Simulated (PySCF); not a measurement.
# B2DyH8 (Dy(BH4)22+): the cost of one run

Program: PySCF 2.14.0. Level of theory: several levels, as the steps say, no spin–orbit coupling. These are calculated values, not measurements.

1 further run of the same task is left out (for a known fault of the program).

### 1 The starting structure

11 atoms, charge 2, spin multiplicity 1.

Bond lengths: Dy1–B2 2.275 Å, Dy1–H4 1.991 Å, Dy1–H5 2.131 Å, Dy1–H6 1.994 Å, Dy1–B7 2.275 Å, Dy1–H9 1.991 Å, Dy1–H10 2.131 Å, Dy1–H11 1.994 Å, B2–H3 1.196 Å, B2–H4 1.315 Å, B2–H5 1.270 Å, B2–H6 1.315 Å, B7–H8 1.196 Å, B7–H9 1.315 Å, B7–H10 1.270 Å, B7–H11 1.315 Å. Angles: B2–Dy1–H4 35.1°, B2–Dy1–H5 33.3°, B2–Dy1–H6 35.1°, B2–Dy1–B7 111.6°, B2–Dy1–H9 84.8°, B2–Dy1–H10 143.1°, B2–Dy1–H11 99.4°, H4–Dy1–H5 58.9°, H4–Dy1–H6 59.1°, H4–Dy1–B7 84.8°, H4–Dy1–H9 72.1°, H4–Dy1–H10 117.7°, H4–Dy1–H11 64.6°, H5–Dy1–H6 58.3°, H5–Dy1–B7 143.1°, H5–Dy1–H9 117.7°, H5–Dy1–H10 176.4°, H5–Dy1–H11 119.3° and more.

As a file:

```xyz
11

Dy    0.00000    0.00000   -0.41520
B     1.88107   -0.00833    0.86436
H     2.75333    0.02288    1.68151
H     0.87123   -0.78373    1.19407
H     2.10733   -0.31259   -0.34735
H     1.18764    1.10268    0.74728
B    -1.88107    0.00833    0.86436
H    -2.75333   -0.02288    1.68151
H    -0.87123    0.78373    1.19407
H    -2.10733    0.31259   -0.34735
H    -1.18764   -1.10268    0.74728
```

Formal oxidation states: Dy +4. Each metal's 8 4f electrons lie in its core potential, so multiplicities, spins and levels count the valence alone. An earlier session relaxed this geometry at PBE0, Dy lcecp-2-SVP with ECP54, B def2-SVP, H def2-SVP (singlet, point group C2).

At PBE0 on the finer grid: E = -97.630614 Eh, frontier levels not given, since the 4f levels lie in the core, Mulliken charge on Dy1 +0.59 e, largest force component 0.009 eV/Å. 

Levels to run: revPBE; CAM-B3LYP; PBE0, TZVP. Hardware: 2 threads of Arm Neoverse V1, shared host.

### 2 revPBE

run.py (the lines that set the calculation)

```python
mol = gto.M(atom='''
Dy     0.00000     0.00000    -0.41520
B      1.88107    -0.00833     0.86436
H      2.75333     0.02288     1.68151
H      0.87123    -0.78373     1.19407
H      2.10733    -0.31259    -0.34735
H      1.18764     1.10268     0.74728
B     -1.88107     0.00833     0.86436
H     -2.75333    -0.02288     1.68151
H     -0.87123     0.78373     1.19407
H     -2.10733     0.31259    -0.34735
H     -1.18764    -1.10268     0.74728''',
    basis={'Dy': 'lcecp-2-SVP', 'B': 'def2-SVP', 'H': 'def2-SVP'},
    ecp={'Dy': 'lcecp-2-SVP'},
    charge=2, spin=0)
mf = dft.RKS(mol, xc='PBE_R,PBE')
mf.grids.atom_grid = (75, 302)  # f atoms: unpruned, at least (60, 302)
mf = mf.density_fit()  # fitting sets: Dy AutoAux, B def2-universal-JKFIT, H def2-universal-JKFIT
mf.conv_tol = 1e-08; mf.max_cycle = 55
mf.kernel(dm0)  # dm0: the density of the relaxed state
```

Launch:

```bash
$ OMP_NUM_THREADS=2 python run.py
```

**Question.** How long does this run take on 2 threads of Arm Neoverse V1, shared host?

About 8 s.
